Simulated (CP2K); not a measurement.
Crystal: NbSi.

```
Nb Si
1.0
     3.15644    0.00000    0.00000
     0.00000    3.15644    0.00000
     0.00000    0.00000    3.15644
Nb Si
1 1
Direct
  0.00000 0.00000 0.00000
  0.50000 0.50000 0.50000
```

The cell was built by a generator and needn't be a form met in nature.

Base run:

```yaml
Program: CP2K 2026.2
Functional: rev-vdW-DF2
Potentials_or_basis: POTENTIAL_UZH Nb GTH-PBE-q13, Si GTH-PBE-q4; TZVP-MOLOPT-PBE-GTH basis
Density_cutoff: 9184 eV
k_mesh: 8 × 8 × 8
Occupations: fermi-dirac, width 0.05 eV
Spin: no spin polarisation
```

Its results: band gap on the k mesh none (metal or under the smearing width); pressure 0.3 GPa.

After a change of settings the same cell gave: band gap on the k mesh none (metal or under the smearing width); pressure -3.3 GPa. Which change was it?
A. functional from rev-vdW-DF2 to MS2
B. functional from rev-vdW-DF2 to BEEF-vdW
C. functional from rev-vdW-DF2 to PBEsol
D. functional from rev-vdW-DF2 to LDA

C.

Caveats: the potentials were made for another functional, which shifts forces and pressure; the basis of atomic orbitals isn't converged, which shifts pressures, moduli and gaps.

Runs at the PBE level aren't shown here.
